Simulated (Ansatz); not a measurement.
The first iterations of a band of a periodic cell of 17 atoms, W8C8F (surface WC(001), adsorbate F).

Computed with DFT PBE, scalar-relativistic, plane waves, PAW (Ansatz). Settings: PAW set soft_1, cutoff 420 eV, k mesh 4x4x1, gaussian smearing 0.1 eV, no spin polarisation.

```
movable images  : 3
climbing image  : yes
spring          : 5.0 eV/Å²
optimiser       : fire
start path      : default
force threshold : 0.05 eV/Å
iteration limit : 50
end points      : relaxed
atoms held      : 1, 5, 9, 13
largest step    : 0.5 Å
```

Initial state:

```xyz
17
Lattice="5.6779 0.0000 0.0000 -2.8390 4.9172 0.0000 0.0000 0.0000 15.1826" Properties=species:S:1:pos:R:3
W 0.000 0.000 1.000
C 1.419 0.820 2.364
W -0.009 -0.004 3.891
C 1.420 0.820 5.188
W -1.419 2.459 1.000
C -0.002 3.277 2.339
W -1.421 2.459 3.904
C 0.016 3.289 5.052
W 2.839 0.000 1.000
C 4.258 0.821 2.339
W 2.846 -0.004 3.891
C 4.258 0.800 5.053
W 1.419 2.459 1.000
C 2.840 3.277 2.340
W 1.418 2.468 3.892
C 2.821 3.289 5.053
F 1.425 0.819 6.517
```

Final state:

Only the atoms that move by more than 0.05 Å are listed.
```
C4 1.436 0.830 5.052
C8 0.000 3.278 5.188
F17 0.005 3.277 6.517
```

| iteration | highest image above the first end (eV) | largest band force component (eV/Å) |
| --- | --- | --- |
| 1 | 2.682 | 2.291 |
| 2 | 2.621 | 1.751 |
| 3 | 2.554 | 0.976 |
| 4 | 2.548 | 0.826 |
| 5 | 2.538 | 0.584 |
| 6 | 2.526 | 0.564 |
| 7 | 2.513 | 0.515 |
| 8 | 2.500 | 0.463 |
| 9 | 2.488 | 0.518 |
| 10 | 2.476 | 0.437 |

Question: Does the band converge within its limit, and where does its top end?

Answer: It converged. It ended after 30 iterations with the highest image 2.459 eV above the first end. Neighbouring images differ by up to 1.9 eV, so the band resolves the path poorly. The order of the point at the top wasn't checked. Limits of this set-up: coarse k mesh, thin slab, slab without dipole correction, odd electron count without spin, a typed lattice constant that wasn't relaxed here.

The run took 11 min on 4 threads of Intel(R) Xeon(R) Platinum 8488C (Sapphire Rapids) (shared host), peak memory 2.2 GiB.
